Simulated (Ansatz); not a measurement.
Debugging a comparison of functionals at one structure of Ir, space group P6_3/mmc (Ansatz 0.2.0 through its Python package).

Contents of `ir.xyz`:
```text
2
Lattice="2.75137789 0.0 0.0 -1.37568895 2.38276315 0.0 0.0 0.0 4.46229" Properties=species:S:1:pos:R:3 pbc="T T T"
Ir    1.37568896    0.79425438    3.34671750
Ir   -0.00000001    1.58850878    1.11557250
```

The cells in order, each with its output:

```python
import csv

import ansatz as az
```

```python
system = az.Crystal.from_extxyz("ir.xyz")
```

```python
calc = system.calculation().basis(550).kpoints(mesh=(14, 14, 8)).occupations("cold", width=0.15)
```

```python
rows = []
for value in ["blyp", "lda", "pbesol"]:
    summary = calc.functional(value).run(threads=1).report
    rows.append((value, summary["free_energy_ev"] / len(summary["lattice"]["sites"]), summary["n_iterations"], sum(summary["stress_gpa"][i][i] for i in range(3)) / 3, summary["n_kpoints"]))

with open("xc.csv", "w", newline="") as handle:
    writer = csv.writer(handle)
    writer.writerow(["functional", "F/atom (eV)", "iterations", "P (GPa)", "k-points"])
    writer.writerows([round(v, 5) if isinstance(v, float) else v for v in row] for row in rows)
print(open("xc.csv").read())
```

    Traceback (most recent call last):
      File "<cell 4>", line 4, in <module>
        rows.append((value, summary["free_energy_ev"] / len(summary["lattice"]["sites"]), summary["n_iterations"], sum(summary["stress_gpa"][i][i] for i in range(3)) / 3, summary["n_kpoints"]))
                                                                                                                   ~~~^^^^^^^^^^^^^^^^^^^^^^^^^^^^^^^^^^^^^^^^^^^^^^^
      File "<cell 4>", line 4, in <genexpr>
        rows.append((value, summary["free_energy_ev"] / len(summary["lattice"]["sites"]), summary["n_iterations"], sum(summary["stress_gpa"][i][i] for i in range(3)) / 3, summary["n_kpoints"]))
                                                                                                                       ~~~~~~~^^^^^^^^^^^^^^
    KeyError: 'stress_gpa'

Find the fault and give the corrected session.

The fault: the script reads a product that it never asked for. The change:

```diff
--- before
+++ after
@@
 # %%
-calc = system.calculation().basis(550).kpoints(mesh=(14, 14, 8)).occupations("cold", width=0.15)
+calc = system.calculation().basis(550).kpoints(mesh=(14, 14, 8)).occupations("cold", width=0.15).stress()
```

Run as a notebook:

(earlier cells as before)

```python
calc = system.calculation().basis(550).kpoints(mesh=(14, 14, 8)).occupations("cold", width=0.15).stress()
```

```python
rows = []
for value in ["blyp", "lda", "pbesol"]:
    summary = calc.functional(value).run(threads=1).report
    rows.append((value, summary["free_energy_ev"] / len(summary["lattice"]["sites"]), summary["n_iterations"], sum(summary["stress_gpa"][i][i] for i in range(3)) / 3, summary["n_kpoints"]))

with open("xc.csv", "w", newline="") as handle:
    writer = csv.writer(handle)
    writer.writerow(["functional", "F/atom (eV)", "iterations", "P (GPa)", "k-points"])
    writer.writerows([round(v, 5) if isinstance(v, float) else v for v in row] for row in rows)
print(open("xc.csv").read())
```

    functional,F/atom (eV),iterations,P (GPa),k-points
    blyp,-11960.62288,5,14.96659,120
    lda,-11663.27106,5,-17.99416,120
    pbesol,-11798.9359,5,-12.54887,120

What to keep in mind:
- BLYP can be off by several per cent in the lattices of metals, and by several GPa in the pressure at a fixed cell.
- Pressure is positive in compression.
- Spin-orbit coupling, which matters for elements this heavy, is left out.
- This isn't the structure that Ir takes at ambient conditions.
- Total energies of different functionals can't be compared; pressures, moments and gaps at this one structure can.
- It ran for 11 s on 1 thread of Intel(R) Xeon(R) Processor @ 2.30GHz, on a shared host, peak memory 0.54 GiB.
